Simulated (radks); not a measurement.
**Sr⁴⁺ in [Ar] 3d10 4s2 4p3.75 4f0.25: an all-electron calculation**

One table from this session's results is given with a row withheld; the runs are named, their logs left out.

Program: radks (a radial shooting solver on a logarithmic mesh, Libxc functionals) version 1. Level of theory: scalar-relativistic Kohn-Sham, MS2 meta-GGA, spin-polarised, spherical densities, finite nucleus; open shells are filled with parallel spins first. These are calculated values, not measurements, unless marked.

### Starting point

```
element            : strontium (Z = 38)
charge             : +4
electrons          : 34
configuration      : [Ar] 3d10 4s2 4p3.75 4f0.25
nuclear rms radius : 4.224 fm
```

Set-up of the first run:

The run's settings:

```text
Z 38
configuration [Ar] 3d10 4s2 4p3.75 4f0.25
relativity scalar-relativistic
functional ms2,regtpss
spin polarised
nucleus finite rms 4.224 fm
c 137.035999084
```

One table of the session follows, with a row left open; its other results are not shown here.

It belongs to the step «Radial structure». Sizes of the orbitals, from the radial functions (bohr):

| level | <r> | outermost maximum (interpolated) | 90 % within | nodes |
| --- | --- | --- | --- | --- |
| 1s up | 0.03914 | 0.0255 | 0.0700 | 0 |
| 1s down | 0.03914 | 0.0255 | 0.0700 | 0 |
| 2s up | 0.1722 | 0.145 | 0.266 | 1 |
| 2s down | 0.1721 | 0.145 | 0.266 | 1 |
| 2p up | 0.1504 | 0.116 | 0.245 | 0 |
| 2p down | 0.1504 | 0.116 | 0.245 | 0 |
| 3s up | ? | ? | ? | ? |
| 3s down | 0.4899 | 0.435 | 0.725 | 2 |
| 3p up | 0.4969 | 0.430 | 0.754 | 1 |
| 3p down | 0.4969 | 0.431 | 0.753 | 1 |
| 3d up | 0.4969 | 0.377 | 0.804 | 0 |
| 3d down | 0.4959 | 0.377 | 0.801 | 0 |
| 4s up | 1.298 | 1.17 | 1.87 | 3 |
| 4s down | 1.296 | 1.16 | 1.88 | 3 |
| 4p up | 1.429 | 1.27 | 2.08 | 2 |
| 4p down | 1.438 | 1.27 | 2.11 | 2 |
| 4f up | 3.255 | 2.84 | 4.91 | 0 |

Q: Estimate the row for 3s up from the others.

As computed: <r>: 0.4898; outermost maximum (interpolated): 0.435; 90 % within: 0.725; nodes: 2. In the column «<r>» it lies between 2s up (0.1722) and 3s down (0.4899).
